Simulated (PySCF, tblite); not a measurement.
# C₇H₁₀Cl₂: geometry, infrared bands and NMR shifts

Wanted: the infrared bands and NMR shifts of C₇H₁₀Cl₂ (`C=CC/C=C(\C)C(Cl)Cl`), by calculation.

Computed with tblite 0.8.0 and PySCF 2.14.0, with density-fitted response routines of our own, on a single molecule in the gas phase. Atoms count from 0, in the outputs and in this text.

## Step 1: The starting structure

19 atoms, charge 0, multiplicity 1; geometry from: force field or distance geometry start.

Bonds of the start (Å): C0–C1 1.35, C1–C2 1.48, C2–C3 1.50, C3–C4 1.35, C4–C5 1.52, C4–C6 1.51, C6–Cl7 1.78, C6–Cl8 1.77, C0–H9 1.08, C0–H10 1.08, C1–H11 1.09, C2–H12 1.09, C2–H13 1.10, C3–H14 1.10, C5–H15 1.09, C5–H16 1.09, C5–H17 1.09, C6–H18 1.10.

## Step 2: Optimising the geometry with GFN2-xTB

Job settings and geometry (Å):

```
{"job": {"kind": "relax", "xc": "GFN2-xTB", "basis": "xTB"}, "charge": 0, "multiplicity": 1}
C      3.368200    -0.644300     0.351700
C      2.099500    -0.711300    -0.119100
C      1.254300     0.468200    -0.424300
C      0.040100     0.526300     0.463000
C     -1.248700     0.251200     0.164400
C     -1.691400    -0.201600    -1.216900
C     -2.332800     0.401400     1.203300
Cl    -3.014000    -1.180600     1.642600
Cl    -3.608400     1.506800     0.670300
H      3.842800     0.309900     0.540100
H      3.925600    -1.545000     0.556900
H      1.660400    -1.699700    -0.278900
H      0.966200     0.442200    -1.476300
H      1.810300     1.404600    -0.297200
H      0.275200     0.832300     1.493800
H     -0.865500    -0.600900    -1.798500
H     -2.426400    -1.000300    -1.146300
H     -2.131400     0.626200    -1.768800
H     -1.933800     0.823800     2.139600
```

The run is started by

```bash
$ OMP_NUM_THREADS=1 python probes_run.py task.json out
```

The driver reads the jobs from task.json and runs them one after another.

**Question.** This job is followed by: GFN2-xTB harmonic vibrations, gas phase; GIAO PBE0/pcSseg-1 NMR shielding, non-relativistic, gas phase. Predict these results of the whole session: strongest single infrared mode (GFN2-xTB); zero-point energy (GFN2-xTB); ¹³C shifts against TMS (PBE0/pcSseg-1); ¹H shifts against TMS (PBE0/pcSseg-1, means over atoms taken as alike); ³⁵Cl shifts against HCl (PBE0/pcSseg-1, means over atoms taken as alike).

As calculated:

| quantity | value |
| --- | --- |
| strongest single infrared mode (GFN2-xTB) | 1156 cm⁻¹, 53 km/mol |
| zero-point energy (GFN2-xTB) | 92.6 kcal/mol |
| ¹³C shifts against TMS (PBE0/pcSseg-1) | 143.9, 143.6, 134.2, 123.1, 92.3, 39.1, 12.2 ppm |
| ¹H shifts against TMS (PBE0/pcSseg-1, means over atoms taken as alike) | 6.21, 5.83, 5.65, 5.46, 5.33, 2.92, 2.16 ppm |
| ³⁵Cl shifts against HCl (PBE0/pcSseg-1, means over atoms taken as alike) | 289 ppm |

Over 42 steps the energy fell by 0.126 eV; of the close pairs, C0–C1 changed most, 1.355 to 1.319 Å. The lowest mode is slightly imaginary (10i cm⁻¹), a soft motion within the noise of the Hessian, so the minimum is not strictly shown. The strongest single mode, at 1156 cm⁻¹, moves mainly H18. GFN2-xTB is a fitted tight-binding method: band positions and strengths are rough. Its intensities can rank the bands wrongly. C6 stands next to heavy halogen, whose spin-orbit shielding this run leaves out, so the computed shift lies too far downfield, most of all for carbon beside Br or I. H18 (hydrogen on an allylic sp3 CH bonded to 2 Cl) lies farthest downfield among hydrogen, at 6.21 ppm; its carbon carries Cl, an electronegative neighbour. At PBE0/pcSseg-1: Shielding is most anisotropic at Cl7, Cl8 (span 681 ppm, paramagnetic term -485 ppm).
